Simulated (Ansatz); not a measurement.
# In5Sb5 wurtzite bond disc (In5Sb5H18): a spread of methods and bases

Aim: run In5Sb5 wurtzite bond disc (In5Sb5H18) under a spread of inputs, and see what each costs and gives.

The runs use Ansatz 0.2.0, Gaussian basis; the settings change from run to run.

## (1) The molecule

The geometry comes from an earlier relaxation with PBE-D4/def2-SVP; it is a stationary point, not always the lowest conformer. Sb, In take a core potential in def2 sets; no spin-orbit term is included.

28 atoms, charge 0, spin multiplicity 1.

Atoms are counted from 1 here; the program's logs count them from 0.

Bond lengths: Sb1–In2 2.933 Å, Sb1–In6 2.902 Å, Sb1–H11 1.722 Å, Sb1–H12 1.720 Å, In2–Sb3 2.893 Å, In2–H13 1.739 Å, In2–H14 1.739 Å, Sb3–In4 2.893 Å, Sb3–In8 2.827 Å, Sb3–H15 1.724 Å, In4–Sb5 2.933 Å, In4–H16 1.739 Å, In4–H17 1.740 Å, Sb5–In10 2.902 Å, Sb5–H18 1.720 Å, Sb5–H19 1.722 Å, In6–Sb7 2.931 Å, In6–H20 1.737 Å and more. Angles: In2–Sb1–In6 135.9°, In2–Sb1–H11 105.6°, In2–Sb1–H12 106.3°, In6–Sb1–H11 103.8°, In6–Sb1–H12 103.5°, H11–Sb1–H12 94.3°, Sb1–In2–Sb3 100.9°, Sb1–In2–H13 104.3°, Sb1–In2–H14 104.0°, Sb3–In2–H13 107.3°, Sb3–In2–H14 107.3°, H13–In2–H14 129.5°, In2–Sb3–In4 114.7°, In2–Sb3–In8 116.4°, In2–Sb3–H15 103.7°, In4–Sb3–In8 116.5°, In4–Sb3–H15 103.7°, In8–Sb3–H15 98.3° and more.

Geometry (Å):

```mol
H18In5Sb5
  3D, bonds by distance, orders not assigned

 28 29  0  0  0  0  0  0  0  0999 V2000
    1.2752   -4.3753   -0.4127 Sb  0  0
   -1.3799   -3.6147    0.5742 In  0  0
   -1.2763   -0.7398    0.2650 Sb  0  0
   -3.8208    0.6021    0.5738 In  0  0
   -3.1588    3.2848   -0.4107 Sb  0  0
    4.0063   -3.5319    0.0906 In  0  0
    3.1605   -0.7265    0.0060 Sb  0  0
    0.9769    0.5637    1.3672 In  0  0
    0.9453    3.0998    0.0060 Sb  0  0
   -1.0653    5.2317    0.0901 In  0  0
    1.3443   -6.0911   -0.2795 H   0  0
    1.1681   -4.3839   -2.1290 H   0  0
   -2.4760   -4.2265   -0.6298 H   0  0
   -1.3069   -3.9543    2.2783 H   0  0
   -0.8977   -0.5210   -1.4028 H   0  0
   -4.8984   -0.0439   -0.6287 H   0  0
   -4.0764    0.8340    2.2788 H   0  0
   -3.2295    3.2027   -2.1268 H   0  0
   -4.6095    4.2015   -0.2654 H   0  0
    4.9769   -3.8089   -1.3232 H   0  0
    4.3434   -3.8349    1.7668 H   0  0
    2.7240   -0.4301   -1.6306 H   0  0
    4.4872    0.3714   -0.0020 H   0  0
    1.1994    0.6923    3.0859 H   0  0
    0.9836    2.5716   -1.6302 H   0  0
    2.5587    3.7017   -0.0029 H   0  0
   -1.1563    5.6797    1.7653 H   0  0
   -0.8208    6.2070   -1.3264 H   0  0
  1  2  8  0
  1  6  8  0
  1 11  8  0
  1 12  8  0
  2  3  8  0
  2 13  8  0
  2 14  8  0
  3  4  8  0
  3  8  8  0
  3 15  8  0
  4  5  8  0
  4 16  8  0
  4 17  8  0
  5 10  8  0
  5 18  8  0
  5 19  8  0
  6  7  8  0
  6 20  8  0
  6 21  8  0
  7  8  8  0
  7 22  8  0
  7 23  8  0
  8  9  8  0
  8 24  8  0
  9 10  8  0
  9 25  8  0
  9 26  8  0
 10 27  8  0
 10 28  8  0
M  END
```

## (2) MP2/def2-SVPD

This run has unrestricted orbitals, density fitting with def2-universal-jkfit, a grid of angular degree 11.

in.yaml reads:

```yaml
crystal:
  periodic: [false, false, false]
  atoms:
    - {symbol: Sb, position_ang: [1.275168, -4.375339, -0.412726]}
    - {symbol: In, position_ang: [-1.379910, -3.614680, 0.574228]}
    - {symbol: Sb, position_ang: [-1.276340, -0.739758, 0.264952]}
    - {symbol: In, position_ang: [-3.820766, 0.602083, 0.573846]}
    - {symbol: Sb, position_ang: [-3.158754, 3.284792, -0.410674]}
    - {symbol: In, position_ang: [4.006261, -3.531921, 0.090644]}
    - {symbol: Sb, position_ang: [3.160465, -0.726507, 0.005972]}
    - {symbol: In, position_ang: [0.976874, 0.563712, 1.367227]}
    - {symbol: Sb, position_ang: [0.945326, 3.099789, 0.006043]}
    - {symbol: In, position_ang: [-1.065314, 5.231673, 0.090089]}
    - {symbol: H, position_ang: [1.344315, -6.091075, -0.279509]}
    - {symbol: H, position_ang: [1.168148, -4.383913, -2.129007]}
    - {symbol: H, position_ang: [-2.475982, -4.226483, -0.629752]}
    - {symbol: H, position_ang: [-1.306924, -3.954344, 2.278317]}
    - {symbol: H, position_ang: [-0.897674, -0.520965, -1.402762]}
    - {symbol: H, position_ang: [-4.898412, -0.043884, -0.628745]}
    - {symbol: H, position_ang: [-4.076385, 0.833971, 2.278769]}
    - {symbol: H, position_ang: [-3.229456, 3.202748, -2.126784]}
    - {symbol: H, position_ang: [-4.609452, 4.201526, -0.265390]}
    - {symbol: H, position_ang: [4.976891, -3.808850, -1.323241]}
    - {symbol: H, position_ang: [4.343421, -3.834903, 1.766831]}
    - {symbol: H, position_ang: [2.724013, -0.430110, -1.630617]}
    - {symbol: H, position_ang: [4.487224, 0.371427, -0.002011]}
    - {symbol: H, position_ang: [1.199441, 0.692273, 3.085871]}
    - {symbol: H, position_ang: [0.983621, 2.571612, -1.630154]}
    - {symbol: H, position_ang: [2.558707, 3.701731, -0.002889]}
    - {symbol: H, position_ang: [-1.156306, 5.679711, 1.765271]}
    - {symbol: H, position_ang: [-0.820801, 6.206984, -1.326398]}
basis:
  gaussian: {orbitals: def2-SVPD, fitting: {mean_field: def2-universal-jkfit}, final_grid: {core_spheres: 5, valence_spheres: 4, degree: 11}}
magnetization: {spin_polarized: true, initial_magnetization: 0}
hamiltonian: {xc: {name: HF}}
correlation: {method: mp2}
scf: {omitted_lower_state_checks: [starts]}
output: {forces: true}
```

The run is started by

```sh
> ansatz run in.yaml --threads 2 --pin off --events-out ev --progress --plain --max-ram 31744MiB --backend cuda --devices 0, --max-vram 18GiB
```

Output, shortened:

```text
Functional definition: HF
  name "HF"
  cite "Fock, Z. Phys. 61, 126 (1930) doi:10.1007/BF01340294"
  parent pbe
[...]
2504 factors; integrals over basis functions are off by at most 3.6e-1 eV
[...]
mean field -58580.70271972 eV, -2152.8011175233 hartree, gradient 7.8e-7 eV, S^2 0.000000; 0 other end points of the search recorded, 0 dependent functions left out
40 core orbitals not correlated: weight in the atoms' cores, before any rotation towards them, 1.000 or more for the frozen orbitals, at most 0.000 for the correlated occupied ones
reference -58580.70271972 eV, -2152.8011175233 hartree; 79, 79 occupied and 345, 345 virtual orbitals, 2504 factors
second order -32.86258443 eV of doubles, -0.00000000 eV of singles
[...]
Total energy: -58613.56530415 eV, -2154.0087952262 hartree
Atom 0 at     1.275168    -4.375339    -0.412726 Å, force     0.015321    -0.464080    -0.416229 eV/Å
Atom 1 at    -1.379910    -3.614680     0.574228 Å, force    -0.059344    -0.051147     0.019925 eV/Å
Atom 2 at    -1.276340    -0.739758     0.264952 Å, force     0.139672     0.078729    -0.354786 eV/Å
Atom 3 at    -3.820766     0.602083     0.573846 Å, force    -0.072927    -0.024744     0.026250 eV/Å
Atom 4 at    -3.158754     3.284792    -0.410674 Å, force    -0.397012     0.247133    -0.408449 eV/Å
Atom 5 at     4.006261    -3.531921     0.090644 Å, force     0.069965    -0.029665     0.018593 eV/Å
[...]
Atom 12 at    -2.475982    -4.226483    -0.629752 Å, force     0.124755     0.067006     0.165096 eV/Å
Atom 13 at    -1.306924    -3.954344     2.278317 Å, force    -0.022454     0.042494    -0.195854 eV/Å
Atom 14 at    -0.897674    -0.520965    -1.402762 Å, force    -0.083950    -0.048970     0.397696 eV/Å
Atom 15 at    -4.898412    -0.043884    -0.628745 Å, force     0.120553     0.075618     0.163993 eV/Å
Atom 16 at    -4.076385     0.833971     2.278769 Å, force     0.024489    -0.040177    -0.199570 eV/Å
Atom 17 at    -3.229456     3.202748    -2.126784 Å, force     0.056587    -0.016267     0.427283 eV/Å
Atom 18 at    -4.609452     4.201526    -0.265390 Å, force     0.366260    -0.238184    -0.004058 eV/Å
Atom 19 at     4.976891    -3.808850    -1.323241 Å, force    -0.127820     0.032296     0.200100 eV/Å
Atom 20 at     4.343421    -3.834903     1.766831 Å, force    -0.027559     0.028826    -0.207603 eV/Å
Atom 21 at     2.724013    -0.430110    -1.630617 Å, force     0.066511    -0.077883     0.392099 eV/Å
Atom 22 at     4.487224     0.371427    -0.002011 Å, force    -0.350836    -0.286661     0.048443 eV/Å
Atom 23 at     1.199441     0.692273     3.085871 Å, force    -0.044100    -0.025909    -0.235689 eV/Å
Atom 24 at     0.983621     2.571612    -1.630154 Å, force    -0.033849     0.099332     0.394386 eV/Å
Atom 25 at     2.558707     3.701731    -0.002889 Å, force    -0.422027    -0.159867     0.047579 eV/Å
Atom 26 at    -1.156306     5.679711     1.765271 Å, force     0.008573    -0.041083    -0.208926 eV/Å
Atom 27 at    -0.820801     6.206984    -1.326398 Å, force    -0.036807    -0.123998     0.198977 eV/Å
Dipole moment:     0.473100     0.276234    -0.190570 e Å
Checks for a lower state left out: starts
```

It took 27 s on 1 × H100 (card shared with other runs) with 2 threads of AMD EPYC 7R13, shared host; peak host memory 4.5 GiB.

Largest force 0.624 eV/Å, dipole 2.79 D, ⟨S²⟩ 0.000.

## (3) r2SCAN/def2-SVPD

This run has charge -1, multiplicity 2, density fitting with def2-universal-jkfit, D3(BJ) dispersion.

in.yaml, as its differences from that of step 2:

```diff
@@ -32,7 +32,5 @@
 basis:
-  gaussian: {orbitals: def2-SVPD, fitting: {mean_field: def2-universal-jkfit}, final_grid: {core_spheres: 5, valence_spheres: 4, degree: 11}}
-magnetization: {spin_polarized: true, initial_magnetization: 0}
-hamiltonian: {xc: {name: HF}}
-correlation: {method: mp2}
-scf: {omitted_lower_state_checks: [starts]}
-output: {forces: true}
+  gaussian: {orbitals: def2-SVPD, fitting: {mean_field: def2-universal-jkfit}}
+total_charge: -1
+magnetization: {spin_polarized: true, initial_magnetization: 1}
+hamiltonian: {xc: {name: r2SCAN}, dispersion: d3bj}
```

Same command.

Output, shortened:

```text
Warning: the engine holds no damping parameters fitted to this dispersion correction and functional, so the run takes those fitted to r2scan beside the three-body term, which d3bj leaves out (hamiltonian.dispersion, under Limitations)
Functional definition: r2SCAN
  name "r2SCAN"
  cite "Furness, Kaplan, Ning, Perdew & Sun, J. Phys. Chem. Lett. 11, 8208 (2020) doi:10.1021/acs.jpclett.0c02405"
  cite "Furness, Kaplan, Ning, Perdew & Sun, J. Phys. Chem. Lett. 11, 9248 (2020) doi:10.1021/acs.jpclett.0c03077"
  parent r2scan
[...]
2504 factors; integrals over basis functions are off by at most 3.6e-1 eV
[...]
mean field -58874.82837687 eV, -2163.6100360579 hartree, gradient 2.1e-6 eV, S^2 0.755620; 8 other end points of the search recorded, 0 dependent functions left out
reference -58874.82844512 eV, -2163.6100385662 hartree; 120, 119 occupied and 344, 345 virtual orbitals, 2504 factors
Total energy: -58875.27028404 eV, -2163.6262758468 hartree
```

It took 22 s on 1 × H100 (card shared with other runs) with 2 threads of AMD EPYC 7R13, shared host; peak host memory 1.4 GiB.

⟨S²⟩ 0.756.

## (4) rPW86-PBE/def2-mTZVP

Options: coordinates scaled by 1.05, density fitting with def2-universal-jkfit.

in.yaml reads:

```yaml
crystal:
  periodic: [false, false, false]
  atoms:
    - {symbol: Sb, position_ang: [1.338927, -4.594106, -0.433363]}
    - {symbol: In, position_ang: [-1.448906, -3.795414, 0.602939]}
    - {symbol: Sb, position_ang: [-1.340157, -0.776746, 0.278199]}
    - {symbol: In, position_ang: [-4.011804, 0.632187, 0.602539]}
    - {symbol: Sb, position_ang: [-3.316692, 3.449032, -0.431208]}
    - {symbol: In, position_ang: [4.206574, -3.708517, 0.095176]}
    - {symbol: Sb, position_ang: [3.318489, -0.762833, 0.006270]}
    - {symbol: In, position_ang: [1.025718, 0.591897, 1.435588]}
    - {symbol: Sb, position_ang: [0.992593, 3.254779, 0.006346]}
    - {symbol: In, position_ang: [-1.118579, 5.493256, 0.094593]}
    - {symbol: H, position_ang: [1.411531, -6.395629, -0.293484]}
    - {symbol: H, position_ang: [1.226555, -4.603108, -2.235457]}
    - {symbol: H, position_ang: [-2.599781, -4.437807, -0.661240]}
    - {symbol: H, position_ang: [-1.372270, -4.152061, 2.392233]}
    - {symbol: H, position_ang: [-0.942557, -0.547014, -1.472900]}
    - {symbol: H, position_ang: [-5.143332, -0.046078, -0.660182]}
    - {symbol: H, position_ang: [-4.280204, 0.875669, 2.392707]}
    - {symbol: H, position_ang: [-3.390929, 3.362885, -2.233123]}
    - {symbol: H, position_ang: [-4.839925, 4.411602, -0.278659]}
    - {symbol: H, position_ang: [5.225735, -3.999293, -1.389404]}
    - {symbol: H, position_ang: [4.560592, -4.026648, 1.855172]}
    - {symbol: H, position_ang: [2.860214, -0.451615, -1.712147]}
    - {symbol: H, position_ang: [4.711586, 0.389999, -0.002111]}
    - {symbol: H, position_ang: [1.259413, 0.726886, 3.240165]}
    - {symbol: H, position_ang: [1.032802, 2.700192, -1.711662]}
    - {symbol: H, position_ang: [2.686642, 3.886818, -0.003033]}
    - {symbol: H, position_ang: [-1.214122, 5.963697, 1.853534]}
    - {symbol: H, position_ang: [-0.861841, 6.517333, -1.392718]}
basis:
  gaussian: {orbitals: def2-mTZVP, fitting: {mean_field: def2-universal-jkfit}}
hamiltonian: {xc: {name: rPW86-PBE}}
scf: {omitted_lower_state_checks: [starts]}
```

Launched as before.

Output:

```text
Functional definition: rPW86-PBE
  name "rPW86-PBE"
  cite "Murray, Lee & Langreth, J. Chem. Theory Comput. 5, 2754 (2009) doi:10.1021/ct900365q"
  cite "Perdew, Burke & Ernzerhof, Phys. Rev. Lett. 77, 3865 (1996) doi:10.1103/PhysRevLett.77.3865"
  parent pbe
  exchange = rpw86_x
  correlation = pbe_c
these checks for a lower state are left out or cut short: starts
2504 factors; integrals over basis functions are off by at most 7.5e-1 eV
mean field evaluation 1: about -58906.3773 eV, gradient 4.3e1 eV
mean field evaluation 2: about -58901.8366 eV, gradient 5.6e1 eV
mean field evaluation 4: about -58912.3320 eV, gradient 6.6e0 eV
mean field evaluation 8: about -58912.4940 eV, gradient 1.6e-1 eV
mean field evaluation 16: about -58912.4941 eV, gradient 8.4e-5 eV
mean field -58912.49414425 eV, -2164.9942274783 hartree, gradient 1.4e-5 eV, S^2 0.000000; 0 other end points of the search recorded, 0 dependent functions left out
reference -58912.49449538 eV, -2164.9942403821 hartree; 119, 119 occupied and 295, 295 virtual orbitals, 2504 factors
Total energy: -58912.49449538 eV, -2164.9942403821 hartree
Checks for a lower state left out: starts
```

Wall time 6.5 s (1 × H100 (card shared with other runs) with 2 threads of AMD EPYC 7R13, shared host).

## (5) PBE-QIDH/def2-mTZVPP

This run has density fitting with def2-universal-jkfit, finite nuclei, relativity set to none.

in.yaml reads:

```yaml
crystal:
  periodic: [false, false, false]
  atoms:
    - {symbol: Sb, position_ang: [1.275168, -4.375339, -0.412726]}
    - {symbol: In, position_ang: [-1.379910, -3.614680, 0.574228]}
    - {symbol: Sb, position_ang: [-1.276340, -0.739758, 0.264952]}
    - {symbol: In, position_ang: [-3.820766, 0.602083, 0.573846]}
    - {symbol: Sb, position_ang: [-3.158754, 3.284792, -0.410674]}
    - {symbol: In, position_ang: [4.006261, -3.531921, 0.090644]}
    - {symbol: Sb, position_ang: [3.160465, -0.726507, 0.005972]}
    - {symbol: In, position_ang: [0.976874, 0.563712, 1.367227]}
    - {symbol: Sb, position_ang: [0.945326, 3.099789, 0.006043]}
    - {symbol: In, position_ang: [-1.065314, 5.231673, 0.090089]}
    - {symbol: H, position_ang: [1.344315, -6.091075, -0.279509]}
    - {symbol: H, position_ang: [1.168148, -4.383913, -2.129007]}
    - {symbol: H, position_ang: [-2.475982, -4.226483, -0.629752]}
    - {symbol: H, position_ang: [-1.306924, -3.954344, 2.278317]}
    - {symbol: H, position_ang: [-0.897674, -0.520965, -1.402762]}
    - {symbol: H, position_ang: [-4.898412, -0.043884, -0.628745]}
    - {symbol: H, position_ang: [-4.076385, 0.833971, 2.278769]}
    - {symbol: H, position_ang: [-3.229456, 3.202748, -2.126784]}
    - {symbol: H, position_ang: [-4.609452, 4.201526, -0.265390]}
    - {symbol: H, position_ang: [4.976891, -3.808850, -1.323241]}
    - {symbol: H, position_ang: [4.343421, -3.834903, 1.766831]}
    - {symbol: H, position_ang: [2.724013, -0.430110, -1.630617]}
    - {symbol: H, position_ang: [4.487224, 0.371427, -0.002011]}
    - {symbol: H, position_ang: [1.199441, 0.692273, 3.085871]}
    - {symbol: H, position_ang: [0.983621, 2.571612, -1.630154]}
    - {symbol: H, position_ang: [2.558707, 3.701731, -0.002889]}
    - {symbol: H, position_ang: [-1.156306, 5.679711, 1.765271]}
    - {symbol: H, position_ang: [-0.820801, 6.206984, -1.326398]}
basis:
  gaussian: {orbitals: def2-mTZVPP, fitting: {mean_field: def2-universal-jkfit}, nuclear_model: gaussian}
hamiltonian: {xc: {name: PBE-QIDH}, pseudopotentials: {relativity: none}}
scf: {omitted_lower_state_checks: [starts]}
output: {forces: true}
```

Same command.

Output, shortened:

```text
Functional definition: PBE-QIDH
  name "PBE-QIDH"
  cite "Brémond, Sancho-García, Pérez-Jiménez & Adamo, J. Chem. Phys. 141, 031101 (2014) doi:10.1063/1.4890314"
  cite "Perdew, Burke & Ernzerhof, Phys. Rev. Lett. 77, 3865 (1996) doi:10.1103/PhysRevLett.77.3865"
[...]
2504 factors; integrals over basis functions are off by at most 6.9e-1 eV
[...]
mean field -58764.63733275 eV, -2159.5605898768 hartree, gradient 3.7e-6 eV, S^2 0.000000; 0 other end points of the search recorded, 0 dependent functions left out
40 core orbitals not correlated: weight in the atoms' cores, before any rotation towards them, 1.000 or more for the frozen orbitals, at most 0.000 for the correlated occupied ones
reference -58764.63738484 eV, -2159.5605917912 hartree; 79, 79 occupied and 331, 331 virtual orbitals, 2504 factors
second order -46.54223530 eV of doubles, -0.00000000 eV of singles
[...]
Atom 19 at     4.976891    -3.808850    -1.323241 Å, force    -0.202212     0.056257     0.304566 eV/Å
Atom 20 at     4.343421    -3.834903     1.766831 Å, force    -0.047414     0.049005    -0.337434 eV/Å
Atom 21 at     2.724013    -0.430110    -1.630617 Å, force     0.126579    -0.105249     0.526885 eV/Å
Atom 22 at     4.487224     0.371427    -0.002011 Å, force    -0.444928    -0.381664     0.044554 eV/Å
Atom 23 at     1.199441     0.692273     3.085871 Å, force    -0.045241    -0.026571    -0.343421 eV/Å
Atom 24 at     0.983621     2.571612    -1.630154 Å, force    -0.027565     0.165236     0.529053 eV/Å
Atom 25 at     2.558707     3.701731    -0.002889 Å, force    -0.551332    -0.194012     0.043739 eV/Å
Atom 26 at    -1.156306     5.679711     1.765271 Å, force     0.015926    -0.068732    -0.338628 eV/Å
Atom 27 at    -0.820801     6.206984    -1.326398 Å, force    -0.053136    -0.200124     0.303701 eV/Å
Dipole moment:     0.463185     0.270520    -0.197292 e Å
Checks for a lower state left out: starts
```

Run time: 18 s. Hardware: 1 × H100 (card shared with other runs) with 2 threads of AMD EPYC 7R13, shared host; peak host memory 4 GiB.

Largest force 0.731 eV/Å, dipole 2.75 D.

## (6) The runs in one table

```
               level  charge  multiplicity  geometry  functions  energy (eV)   time
       MP2/def2-SVPD       0             1   relaxed        464   -58613.565   27 s
    r2SCAN/def2-SVPD      -1             2   relaxed        464   -58875.270   22 s
rPW86-PBE/def2-mTZVP       0             1    scaled        414   -58912.494  6.5 s
PBE-QIDH/def2-mTZVPP       0             1   relaxed        450   -58780.151   18 s
```

## (7) Outcome

| quantity | value |
| --- | --- |
| runs | 4 |
| quickest | rPW86-PBE/def2-mTZVP, 6.5 s |
| slowest | MP2/def2-SVPD, 27 s |
| spread of total energies, same state and geometry | 166.6 eV |
| dipole, same state and geometry | 2.75 to 2.79 D |

What this shows: MP2/def2-SVPD took 4 times as long as rPW86-PBE/def2-mTZVP. The jobs differ in tasks and options as well as level. Total energies at one charge and spin differ by 167 eV between levels, so only differences within one level mean anything. At the PBE-D4/def2-SVP geometry and in the same state, runs without warnings or point charges leave forces up to 0.73 eV/Å (PBE-QIDH/def2-mTZVPP).
